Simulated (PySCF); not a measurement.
# BH7N2Si: runs on many settings

Aim: see how BH7N2Si (`BN[SiH2]N`) answers to the choice of functional, basis, grid and SCF options, and what happens with inputs that are wrong on purpose.

The runs use PySCF 2.14.0, with density-fitted response routines of our own; the level of theory stands in each step. All values are computed, except where a source is named. Atoms are numbered from 0 throughout.

## Step 1: The starting structure

11 atoms, charge 0, multiplicity 1; geometry from: GFN2-xTB.

Bonds of the start (Å): B0–N1 1.39, N1–Si2 1.74, Si2–N3 1.73, B0–H4 1.17, B0–H5 1.17, N1–H6 1.01, Si2–H7 1.47, Si2–H8 1.47, N3–H9 1.01, N3–H10 1.01.

## Step 2: NMR shieldings: PBE0/pcSseg-1

The job: settings as JSON, then the geometry in Å.

```
{"job": {"kind": "nmr", "xc": "PBE0", "basis": "pcSseg-1"}, "charge": 0, "multiplicity": 1}
B      2.097310     0.073324    -0.256490
N      0.783383     0.316647     0.126636
Si    -0.657106    -0.633600    -0.122006
N     -1.922729     0.510164     0.142222
H      2.944743     0.826885     0.047825
H      2.329532    -0.882124    -0.892507
H      0.620315     1.142483     0.685167
H     -0.828984    -1.645592     0.923988
H     -0.579722    -1.238833    -1.456391
H     -2.865302     0.161657     0.197506
H     -1.916015     1.371659    -0.381993
```

Method: GIAO PBE0/pcSseg-1 NMR shielding, non-relativistic, gas phase.

On the command line:

```sh
$ OMP_NUM_THREADS=1 python probes_run.py task.json out
```

The driver reads the jobs from task.json and runs them one after another.

Output:

```text
coarse grid: 9176 points
cycle   1  E = -427.7383928228  dE =  1.955e-01  |g| = 5.120e-01  |ddm| = 2.798e+00
cycle   2  E = -427.7016444271  dE =  3.675e-02  |g| = 6.664e-01  |ddm| = 8.897e-01
cycle   3  E = -427.7953324079  dE = -9.369e-02  |g| = 6.366e-02  |ddm| = 5.454e-01
cycle   4  E = -427.7963063400  dE = -9.739e-04  |g| = 2.061e-02  |ddm| = 6.729e-02
cycle   5  E = -427.7963979645  dE = -9.162e-05  |g| = 7.993e-03  |ddm| = 1.810e-02
cycle   6  E = -427.7964107194  dE = -1.275e-05  |g| = 1.873e-03  |ddm| = 6.901e-03
cycle   7  E = -427.7964115346  dE = -8.152e-07  |g| = 1.955e-04  |ddm| = 1.676e-03
final grid: 82728 points
cycle   8  E = -427.8121650115  dE = -1.765e-05  |g| = 7.473e-03  |ddm| = 1.484e-02
cycle   9  E = -427.8121544182  dE =  1.059e-05  |g| = 1.043e-02  |ddm| = 1.296e-02
cycle  10  E = -427.8121769380  dE = -2.252e-05  |g| = 7.386e-04  |ddm| = 7.294e-03
cycle  11  E = -427.8121770770  dE = -1.391e-07  |g| = 1.890e-04  |ddm| = 6.428e-04
cycle  12  E = -427.8121770836  dE = -6.601e-09  |g| = 7.669e-05  |ddm| = 1.731e-04
cycle  13  E = -427.8121770849  dE = -1.257e-09  |g| = 1.348e-05  |ddm| = 6.518e-05
cycle  14  E = -427.8121770849  dE = -3.593e-11  |g| = 2.726e-06  |ddm| = 1.495e-05
converged SCF energy = -427.8121770849

GIAO shielding tensors (ppm)
atom      isotropic    diamagn.    paramagn.     s11        s22        s33       span
  0 B       57.709     194.988    -137.278     18.591     28.772    125.764    107.172
  1 N      132.034     324.090    -192.056     15.091    163.652    217.359    202.267
  2 Si     378.280     879.721    -501.440    345.957    372.237    416.647     70.690
  3 N      253.676     317.135     -63.458    214.584    257.857    288.588     74.004
  4 H       26.475      29.683      -3.207     24.317     26.834     28.275      3.958
  5 H       26.623      30.715      -4.092     24.034     26.965     28.870      4.837
  6 H       26.982      32.773      -5.791     22.125     27.739     31.082      8.958
  7 H       26.552      29.606      -3.054     23.541     24.526     31.590      8.049
  8 H       26.285      29.916      -3.631     23.040     24.625     31.189      8.149
  9 H       31.556      29.672       1.884     24.485     26.760     43.424     18.939
 10 H       31.404      31.502      -0.099     24.497     28.026     41.687     17.190
```

Wall time 16 s (1 thread of Arm Neoverse N1, shared host).

Shifts follow as δ = σ(reference) − σ, with reference shieldings (ppm) from runs at the same level and on the same kind of geometry: ¹H TMS 31.72, ²⁹Si TMS 349.2, ¹⁵N NH3 267.7, ¹¹B BF3·OEt2 100.1. The references are single molecules in the gas phase, so shifts against H2O, NH3, PH3, H3PO4 or CFCl3 are not on the usual liquid scales and can be off by tens of ppm. Atoms listed in one row are averaged.

| atoms | environment | σ (ppm) | δ (ppm) |
| --- | --- | --- | --- |
| H7, H8 | hydrogen on a silicon bonded to 2 N | 26.42 | 5.30 |
| H4, H5 | hydrogen on a boron bonded to N | 26.55 | 5.17 |
| H6 | hydrogen on a nitrogen bonded to B, Si | 26.98 | 4.74 |
| H9, H10 | hydrogen on a nitrogen bonded to Si | 31.48 | 0.24 |
| B0 | boron bonded to N, 2 H | 57.7 | 42.4 |
| N1 | nitrogen bonded to B, Si, H | 132.0 | 135.7 |
| N3 | nitrogen bonded to Si, 2 H | 253.7 | 14.1 |
| Si2 | silicon bonded to 2 N, 2 H | 378.3 | -29.1 |

Charges from the same density, by scheme (e):

| atoms | Mulliken | IAO | Hirshfeld | ESP fit |
| --- | --- | --- | --- | --- |
| B0 | 0.15 | -0.01 | 0.11 | 0.22 |
| N1 | -0.65 | -0.64 | -0.26 | -0.53 |
| Si2 | 0.85 | 1.04 | 0.42 | 0.77 |
| N3 | -0.64 | -0.85 | -0.32 | -1.05 |

Mayer bond orders: B0–N1 1.35, N1–Si2 0.90, Si2–N3 1.03.

The fields below are evaluated on a grid from the run's orbitals.

Frontier orbitals at PBE0/pcSseg-1, with the share of their density that lies nearest to each atom:

| orbital | energy (eV) | lies on |
| --- | --- | --- |
| HOMO | -7.65 | N3 59 %; H8 14 %; H9, H10 about 8 % each |
| LUMO | 0.05 | B0 43 %; H4, H5 about 16 % each; N1 12 % |

ELF in a plane through or near 6 of the atoms.

Ten even steps from '0' (0.00) to '9' (1.00):
```
0000000000000000000000000000
0000000000000000000000000000
0000000000000000000000000000
0000000000000000000000000000
0000002542000222100000000000
0000049998100466420000000000
0000079999300465421000000000
0000079999401102011100000000
0000038998324226625347610000
0000024421567824187789960000
0001589464854871684599970000
0004999953755741564488840000
0005999973368630278753200000
0002999951168730157630000000
0000499820047610024310000000
0000013200001000000000000000
0000000000000000000000000000
0000000000000000000000000000
0000000000000000000000000000
0000000000000000000000000000
```
The map spans 11.1 Å across and 8.3 Å up, centred on the molecule. Atoms in the plane (x, y in Å): B0 (-2.1, -0.1), N1 (-0.8, -0.4), Si2 (0.7, 0.6), N3 (1.9, -0.5), H4 (-2.9, -0.9), H9 (2.9, -0.2).

log10 of the density (e/Å³) in the same plane.

Values, 10 rows by 14 columns:
```
-4.0 -4.0 -4.0 -4.0 -4.0 -4.0 -4.0 -4.0 -4.0 -4.0 -4.0 -4.0 -4.0 -4.0
-4.0 -4.0 -4.0 -3.6 -3.4 -3.5 -3.1 -2.7 -2.7 -3.2 -3.9 -4.0 -4.0 -4.0
-4.0 -4.0 -3.2 -2.4 -2.1 -2.4 -2.1 -1.5 -1.5 -2.2 -3.0 -4.0 -4.0 -4.0
-4.0 -3.4 -2.4 -1.2 -0.7 -1.3 -1.3 -0.6 -0.5 -1.4 -2.2 -3.1 -4.0 -4.0
-4.0 -3.1 -2.0 -0.6  0.0 -0.5 -0.5  0.4  0.9 -0.6 -0.9 -1.6 -3.2 -4.0
-4.0 -2.7 -1.6 -0.3  1.6  0.2  0.6 -0.2 -0.2  0.8  0.3 -0.9 -2.7 -4.0
-4.0 -2.6 -1.4  0.0 -0.4 -0.5  0.0 -0.7 -0.7  0.3 -0.3 -1.5 -3.2 -4.0
-4.0 -3.1 -2.2 -1.5 -1.7 -1.7 -1.1 -1.6 -1.7 -1.2 -1.6 -2.7 -4.0 -4.0
-4.0 -4.0 -3.3 -2.9 -3.0 -3.2 -3.0 -3.3 -3.3 -2.9 -3.2 -4.0 -4.0 -4.0
-4.0 -4.0 -4.0 -4.0 -4.0 -4.0 -4.0 -4.0 -4.0 -4.0 -4.0 -4.0 -4.0 -4.0
```
The map spans 11.1 Å across and 8.3 Å up, centred on the molecule. Atoms in the plane (x, y in Å): B0 (-2.1, -0.1), N1 (-0.8, -0.4), Si2 (0.7, 0.6), N3 (1.9, -0.5), H4 (-2.9, -0.9), H9 (2.9, -0.2).

On the surface of density 0.002 e/bohr³ the electrostatic potential runs, from the 1st to the 99th percentile, from -1.06 V near N3 to 1.69 V near H9.

## Step 3: TDDFT and polarisability: PBE0/def2-SVPD

Same as in step 2 but for these lines:

```diff
@@ -1,2 +1,2 @@
-{"job": {"kind": "nmr", "xc": "PBE0", "basis": "pcSseg-1"}, "charge": 0, "multiplicity": 1}
+{"job": {"kind": "uv", "xc": "PBE0", "basis": "def2-SVPD", "nstates": 6, "ntriplets": 2}, "charge": 0, "multiplicity": 1}
 B      2.097310     0.073324    -0.256490
```

Method: TDDFT PBE0/def2-SVPD, vertical, gas phase, core orbitals frozen in the response.

Output:

```text
coarse grid: 9176 points
cycle   1  E = -427.5565471184  dE =  1.664e-01  |g| = 4.907e-01  |ddm| = 4.318e+00
cycle   2  E = -427.5166968457  dE =  3.985e-02  |g| = 6.512e-01  |ddm| = 1.584e+00
cycle   3  E = -427.6110707719  dE = -9.437e-02  |g| = 6.226e-02  |ddm| = 8.578e-01
cycle   4  E = -427.6120735819  dE = -1.003e-03  |g| = 1.924e-02  |ddm| = 1.049e-01
cycle   5  E = -427.6121652792  dE = -9.170e-05  |g| = 6.572e-03  |ddm| = 3.402e-02
cycle   6  E = -427.6121740720  dE = -8.793e-06  |g| = 2.000e-03  |ddm| = 9.078e-03
final grid: 82728 points
cycle   7  E = -427.6581969757  dE = -1.431e-05  |g| = 7.217e-03  |ddm| = 6.491e-02
cycle   8  E = -427.6581854261  dE =  1.155e-05  |g| = 1.031e-02  |ddm| = 2.162e-02
cycle   9  E = -427.6582086174  dE = -2.319e-05  |g| = 4.218e-04  |ddm| = 1.316e-02
cycle  10  E = -427.6582086710  dE = -5.357e-08  |g| = 1.135e-04  |ddm| = 8.307e-04
cycle  11  E = -427.6582086738  dE = -2.795e-09  |g| = 5.457e-05  |ddm| = 1.808e-04
cycle  12  E = -427.6582086744  dE = -6.378e-10  |g| = 1.427e-05  |ddm| = 7.668e-05
converged SCF energy = -427.6582086744

Static polarisability (au): isotropic 57.223, principal 47.926 54.913 68.830

Singlet excitations
state   eV       nm        f      main configurations
  1   6.5606    189.0   0.02431   H->L+1 0.53, H->L 0.45
  2   6.7639    183.3   0.00510   H->L 0.53, H->L+1 0.45
  3   6.8833    180.1   0.00018   H-2->L 0.94
  4   7.1312    173.9   0.00451   H->L+2 0.90
  5   7.4621    166.2   0.24956   H-1->L 0.85
  6   7.6823    161.4   0.02792   H-1->L+1 0.66, H-1->L+2 0.18, H-1->L 0.08

Triplet excitations (Tamm-Dancoff, eV): 5.8815 6.1708
```

Run time: 18 s. Hardware: 1 thread of Arm Neoverse N1, shared host.

Frontier orbitals and where they lie:

| orbital | eV | atoms |
| --- | --- | --- |
| HOMO−3 | -10.39 | Si2 29 %, H7 20 %, N1 19 % |
| HOMO−2 | -8.81 | B0 37 %, H4 21 %, H5 19 % |
| HOMO−1 | -8.48 | N1 48 %, Si2 12 %, B0 12 % |
| HOMO | -7.73 | N3 58 %, Si2 15 %, H8 9 % |
| LUMO | -0.06 | B0 46 %, N1 19 %, H4 11 % |
| LUMO+1 | 0.36 | Si2 31 %, N3 14 %, H9 13 % |
| LUMO+2 | 0.62 | B0 33 %, Si2 22 %, H6 11 % |

With each of the 6 states as a Gaussian band of 0.4 eV half-width at 1/e, the curve within the window shown has maxima at 166 nm (ε 11,000) L/(mol cm). Beyond the last state computed it falls off for lack of states. The curve at chosen wavelengths:

(nm, ε (L/mol/cm)): (155, 2508), (157, 4267), (159, 6408), (161, 8557), (163, 10230), (165, 11024), (167, 10784), (170, 8850), (172, 7048), (174, 5282), (176, 3809), (178, 2736), (180, 2046), (182, 1654), (184, 1452), (186, 1345), (188, 1264), (190, 1168), (192, 1046), (195, 821), (197, 662), (199, 512), (201, 380), (203, 272), (205, 187), (207, 124)

Leading natural transition orbitals of singlet state 5: the hole lies on N1 47 %; H7 14 %; N3 11 %; the particle on B0 30 %; H4, H5 about 13 % each; H7, H9 about 7 % each.

Leading natural transition orbitals of singlet state 1: the hole lies on N3 58 %; H8 14 %; H9, H10 about 8 % each; the particle on H9 24 %; H10 17 %; B0 11 %.

Ground-state properties from the same run:

| property | computed |
| --- | --- |
| dipole moment (D) | 2.35 |
| polarisability (Å³) | 8.48 |
| HOMO–LUMO gap (eV) | 7.67 |
| −ε(HOMO) (eV) | 7.73 |

## Step 4: NMR shieldings: HCTH407/6-31G

Same as in step 3 but for these lines:

```diff
@@ -1,2 +1,2 @@
-{"job": {"kind": "uv", "xc": "PBE0", "basis": "def2-SVPD", "nstates": 6, "ntriplets": 2}, "charge": 0, "multiplicity": 1}
+{"job": {"kind": "nmr", "xc": "HCTH407", "basis": "6-31G", "pop": false, "grid": 4, "scf": {"level_shift": 0.1}}, "charge": 0, "multiplicity": 1}
 B      2.097310     0.073324    -0.256490
```

With the program's defaults for keys left out, this is: GIAO HCTH407/6-31G NMR shielding, non-relativistic, gas phase.

Output:

```text
final grid: 222736 points
cycle   1  E = -427.9488915793  dE =  2.344e-01  |g| = 6.126e-01  |ddm| = 2.891e+00
cycle   2  E = -427.8683934663  dE =  8.050e-02  |g| = 8.678e-01  |ddm| = 1.300e+00
cycle   3  E = -428.0368990937  dE = -1.685e-01  |g| = 9.819e-02  |ddm| = 6.240e-01
cycle   4  E = -428.0396885158  dE = -2.789e-03  |g| = 2.079e-02  |ddm| = 1.356e-01
cycle   5  E = -428.0397837084  dE = -9.519e-05  |g| = 1.006e-02  |ddm| = 2.516e-02
cycle   6  E = -428.0398060283  dE = -2.232e-05  |g| = 2.300e-03  |ddm| = 9.584e-03
cycle   7  E = -428.0398072890  dE = -1.261e-06  |g| = 5.427e-04  |ddm| = 1.913e-03
cycle   8  E = -428.0398073697  dE = -8.067e-08  |g| = 8.236e-05  |ddm| = 5.937e-04
cycle   9  E = -428.0398073719  dE = -2.224e-09  |g| = 1.313e-05  |ddm| = 1.277e-04
cycle  10  E = -428.0398073720  dE = -5.525e-11  |g| = 3.367e-06  |ddm| = 2.180e-05
level shift removed, Fock matrix diagonalised once more
converged SCF energy = -428.0398073720

GIAO shielding tensors (ppm)
atom      isotropic    diamagn.    paramagn.     s11        s22        s33       span
  0 B       78.035     195.137    -117.102     47.890     50.950    135.264     87.374
  1 N      153.964     326.222    -172.258     57.016    185.269    219.607    162.591
  2 Si     438.527     880.489    -441.962    407.282    428.316    479.983     72.700
  3 N      260.220     321.511     -61.291    222.259    258.254    300.149     77.890
  4 H       27.199      30.379      -3.180     25.034     27.987     28.577      3.543
  5 H       27.328      31.162      -3.835     24.715     27.516     29.752      5.036
  6 H       29.030      32.315      -3.285     23.867     28.810     34.413     10.546
  7 H       27.546      29.878      -2.332     23.782     25.083     33.773      9.991
  8 H       27.352      30.163      -2.810     23.399     25.344     33.314      9.916
  9 H       33.792      30.661       3.131     25.671     29.090     46.616     20.945
 10 H       33.594      31.239       2.355     25.947     30.187     44.647     18.701
```

It took 14 s on 1 thread of Arm Neoverse N1, shared host.

In short: σ B0 78.0, N1 154.0, N3 260.2, Si2 438.5, H4 27.26, H7 27.45 ppm (means over like atoms).

## Step 5: Spin-spin couplings: PBE0/aug-pcSseg-1

Same as in step 4 but for these lines:

```diff
@@ -1,2 +1,2 @@
-{"job": {"kind": "nmr", "xc": "HCTH407", "basis": "6-31G", "pop": false, "grid": 4, "scf": {"level_shift": 0.1}}, "charge": 0, "multiplicity": 1}
+{"job": {"kind": "j", "xc": "PBE0", "basis": "aug-pcSseg-1", "scf": {"diis": false, "guess": "1e", "max_cycle": 69}}, "charge": 0, "multiplicity": 1}
 B      2.097310     0.073324    -0.256490
```

Level: PBE0/aug-pcSseg-1 indirect spin-spin coupling, non-relativistic, gas phase.

Output:

```text
final grid: 82728 points
cycle   1  E = -242.8991993394  dE =  9.974e+01  |g| = 9.365e+00  |ddm| = 1.426e+03
cycle   2  E = -311.4747783120  dE = -6.858e+01  |g| = 2.236e+01  |ddm| = 1.425e+03
cycle   3  E = -199.0901567246  dE =  1.124e+02  |g| = 1.726e+01  |ddm| = 9.898e+01
cycle   4  E = -306.6671842500  dE = -1.076e+02  |g| = 2.247e+01  |ddm| = 1.106e+02
cycle   5  E = -198.1035150466  dE =  1.086e+02  |g| = 1.737e+01  |ddm| = 1.078e+02
cycle   6  E = -306.6150298243  dE = -1.085e+02  |g| = 2.249e+01  |ddm| = 1.083e+02
cycle   7  E = -198.0790482054  dE =  1.085e+02  |g| = 1.738e+01  |ddm| = 1.082e+02
cycle   8  E = -306.6138830992  dE = -1.085e+02  |g| = 2.249e+01  |ddm| = 1.082e+02
cycle   9  E = -198.0783235144  dE =  1.085e+02  |g| = 1.738e+01  |ddm| = 1.082e+02
cycle  10  E = -306.6138489633  dE = -1.085e+02  |g| = 2.249e+01  |ddm| = 1.082e+02
[... 49 cycles left out ...]
cycle  60  E = -306.6138478744  dE = -1.085e+02  |g| = 2.249e+01  |ddm| = 1.082e+02
cycle  61  E = -198.0783003865  dE =  1.085e+02  |g| = 1.738e+01  |ddm| = 1.082e+02
cycle  62  E = -306.6138478744  dE = -1.085e+02  |g| = 2.249e+01  |ddm| = 1.082e+02
cycle  63  E = -198.0783003865  dE =  1.085e+02  |g| = 1.738e+01  |ddm| = 1.082e+02
cycle  64  E = -306.6138478744  dE = -1.085e+02  |g| = 2.249e+01  |ddm| = 1.082e+02
cycle  65  E = -198.0783003865  dE =  1.085e+02  |g| = 1.738e+01  |ddm| = 1.082e+02
cycle  66  E = -306.6138478744  dE = -1.085e+02  |g| = 2.249e+01  |ddm| = 1.082e+02
cycle  67  E = -198.0783003865  dE =  1.085e+02  |g| = 1.738e+01  |ddm| = 1.082e+02
cycle  68  E = -306.6138478744  dE = -1.085e+02  |g| = 2.249e+01  |ddm| = 1.082e+02
cycle  69  E = -198.0783003865  dE =  1.085e+02  |g| = 1.738e+01  |ddm| = 1.082e+02
SCF not converged, last energy = -198.0783003865
```

Run time: 58 s. Hardware: 1 thread of Arm Neoverse N1, shared host.

Why it failed: The SCF swings between two densities 108.54 Eh apart: plain iteration without DIIS overshoots. Cure: turn DIIS on. Numbers printed on the way are no properties of the molecule.

## Step 6: Spin-spin couplings: wB97X/pcSseg-2

The job: settings as JSON, then the geometry in Å.

```
{"job": {"kind": "j", "xc": "wB97X", "basis": "pcSseg-2", "scf": {"max_cycle": 5}}, "charge": 0, "multiplicity": 1}
B      1.109477     0.038788    -0.135683
N      0.414410     0.167506     0.066990
Si    -0.347609    -0.335174    -0.064541
N     -1.017124     0.269877     0.075235
H      1.557769     0.437422     0.025299
H      1.232322    -0.466644    -0.472136
H      0.328147     0.604374     0.362453
H     -0.438533    -0.870518     0.488790
H     -0.306673    -0.655343    -0.770431
H     -1.515745     0.085517     0.104481
H     -1.013572     0.725608    -0.202074
```

With the program's defaults for keys left out, this is: wB97X/pcSseg-2 indirect spin-spin coupling, non-relativistic, gas phase.

Output:

```text
final grid: 82728 points
cycle   1  E = -417.8777434356  dE =  1.733e+01  |g| = 2.772e+00  |ddm| = 4.505e+00
cycle   2  E = -416.0780457099  dE =  1.800e+00  |g| = 3.776e+00  |ddm| = 6.071e+02
cycle   3  E = -418.7333507012  dE = -2.655e+00  |g| = 8.928e-01  |ddm| = 6.071e+02
cycle   4  E = -418.8422000748  dE = -1.088e-01  |g| = 2.456e-01  |ddm| = 2.523e+00
cycle   5  E = -418.8540050185  dE = -1.180e-02  |g| = 3.981e-02  |ddm| = 1.758e+00
SCF not converged, last energy = -418.8540050185
```

It took 14 s on 1 thread of Arm Neoverse N1, shared host; peak memory 0.88 GiB.

**What went wrong.** The cap of 5 cycles ended the SCF at a gradient of 4.0e-02. Besides, the coordinates were scaled in this input. The remedy is to raise the cap, and undo the other change. Numbers printed on the way are no properties of the molecule.

## Step 7: Side by side: NMR shifts

Shifts (ppm), means over like atoms, with basis size and wall time:

| run | H7 | H4 | H6 | H9 | N1 | N3 | Si2 | functions | time |
| --- | --- | --- | --- | --- | --- | --- | --- | --- | --- |
| PBE0/pcSseg-1 | 5.30 | 5.17 | 4.74 | 0.24 | 135.7 | 14.1 | -29.1 | 110 | 16 s |
| HCTH407/6-31G | 5.59 | 5.78 | 4.01 | -0.65 | 104.2 | -2.0 | -16.9 | 54 | 14 s |

## Step 8: What came out

| quantity | value |
| --- | --- |
| ¹H shifts against TMS (PBE0/pcSseg-1, means over atoms taken as alike) | 5.30, 5.17, 4.74, 0.24 ppm |
| ¹¹B shifts against BF3·OEt2 (PBE0/pcSseg-1) | 42.4 ppm |
| ¹⁵N shifts against NH3 (PBE0/pcSseg-1) | 135.7, 14.1 ppm |
| ²⁹Si shifts against TMS (PBE0/pcSseg-1) | -29.1 ppm |
| potential on the surface of density 0.002 e/bohr³, 1st and 99th percentile | -1.06 V and 1.69 V |
| lowest singlet (PBE0/def2-SVPD) | 6.56 eV (189 nm), f = 0.024 |
| brightest single state of those computed | state 5, 7.46 eV, f = 0.250 |
| lowest triplet | 5.88 eV |
| range of the shift of N1 | 104.2 to 135.7 ppm |
| property runs in this session | 5, of which 2 failed and 0 gave unsound results |

What this shows: Single values in the summary come from the first sound run of each kind (PBE0/pcSseg-1; PBE0/def2-SVPD), which need not be the best level. At PBE0/pcSseg-1: The largest span, 202 ppm, is at N1, where the paramagnetic term is -192 ppm. The first singlet state (HOMO→LUMO+1 0.53, HOMO→LUMO 0.45) lies at 6.56 eV and is weak; of the 6 states computed, the strongest absorption comes from state 5 at 7.46 eV. The lowest triplet lies 0.68 eV below the lowest singlet (triplets in Tamm-Dancoff, singlets in full TDDFT). Among the atoms with a shift in every run: In ppm, N1 moves most: its shift spreads over 31.5 ppm, from 104.2 (HCTH407/6-31G) to 135.7 (PBE0/pcSseg-1). Part of that comes from the computed reference.
